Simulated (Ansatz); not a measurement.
# HfC (triplet): wave-function methods side by side at distance Hf1–C2 = 1.956 Å, def2-TZVPP

One table from this session's results is given with a row withheld; the runs are named, their logs left out.

Computed with Ansatz 0.2.0, Gaussian basis. Level: def2-TZVPP, core rule «outside noble gas», up to 5 orbitals frozen.

Plan: UHF; CCSD(T) on ROHF; CCSD(T) on UHF; CCSDT(Q) on ROHF; CCSDT(Q) on UHF; CASSCF and MRCISD+Q, 4 electrons in 4 orbitals; CASSCF and NEVPT2, 4 electrons in 4 orbitals.

12 further runs of the same task are left out: 12 for a known fault of the program. Runs told in other sessions of the task aren't counted.

## The geometry

The geometry derives from a PBE0/def2-TZVP stationary point (not a proven minimum). One bond is set to the value named and the two fragments are kept rigid. No spin-orbit coupling is included. Elements past krypton take def2 core potentials.

2 atoms, charge 0, spin multiplicity 3.

Atoms are counted from 1 here; the program's logs count them from 0.

Bond lengths: Hf1–C2 1.956 Å.

The first run:

The input, in.yaml:

```yaml
crystal:
  periodic: [false, false, false]
  atoms:
    - {symbol: Hf, position_ang: [0.000000, 0.000000, 0.000000]}
    - {symbol: C, position_ang: [0.000000, 0.000000, 1.956000]}
basis:
  gaussian: {orbitals: def2-TZVPP}
magnetization: {spin_polarized: true, initial_magnetization: 2}
hamiltonian: {xc: hf}
output: {orbitals: {seedname: orbitals}}
```

Launch:

```
> ansatz run in.yaml --threads 1 --pin off --events-out ev --progress --plain --max-ram 4096MiB --backend cpu
```

Steps of the session up to this table: UHF; CCSD(T) on ROHF; CCSD(T) on UHF; CCSDT(Q) on ROHF; CCSDT(Q) on UHF; CASSCF and MRCISD+Q, 4 electrons in 4 orbitals; CASSCF and NEVPT2, 4 electrons in 4 orbitals.

One of the session's tables, all rows but one given; the rest of the session is left out.

It belongs to the step «Misses and costs». 

| method | from RCCSDT(Q) (kJ/mol) |
| --- | --- |
| ROHF | +635.1 |
| UHF | +577.7 |
| RMP2 | +105.4 |
| UMP2 | +167.1 |
| RCCSD | ? |
| UCCSD | +51.8 |
| RCCSD(T) | +7.8 |
| UCCSD(T) | +13.8 |
| RCCSDT | +3.8 |
| UCCSDT | +5.0 |
| RCCSDT(Q) | 0 |
| UCCSDT(Q) | 0.0 |
| CASSCF pair | +553.5 |
| MRCISD pair | +90.2 |
| MRCISD+Q pair | +28.7 |

**Question.** Estimate the row for RCCSD.

**Answer.** from RCCSDT(Q) (kJ/mol): +51.1. In the column «from RCCSDT(Q) (kJ/mol)» it lies between MRCISD+Q pair (+28.7) and UCCSD (+51.8).

Not comparable, so not listed: CASSCF and NEVPT2, 4 electrons in 4 orbitals (they don't share determinant, frozen orbitals or solution with the rows shown, or repeat one).

Limits of these values: The determinant of HF (⟨S²⟩ 2.98) is far from a pure spin state, so its energy mixes those of several spin states; that is harmless only where they are near-degenerate. The determinant of CCSD(T) (⟨S²⟩ 2.98) is far from a pure spin state, so its energy mixes those of several spin states; high orders of coupled cluster remove much of that, low ones don't. The determinant of CCSDT(Q) (⟨S²⟩ 2.98) is far from a pure spin state, so its energy mixes those of several spin states; high orders of coupled cluster remove much of that, low ones don't. Warnings: spin contamination; large T1 diagnostic. Restricted and unrestricted rows rest on different reference determinants; a gap between their highest levels can come from leftover correlation error, from unlike frozen cores or from another state. Warnings in the runs' records: passed over end.
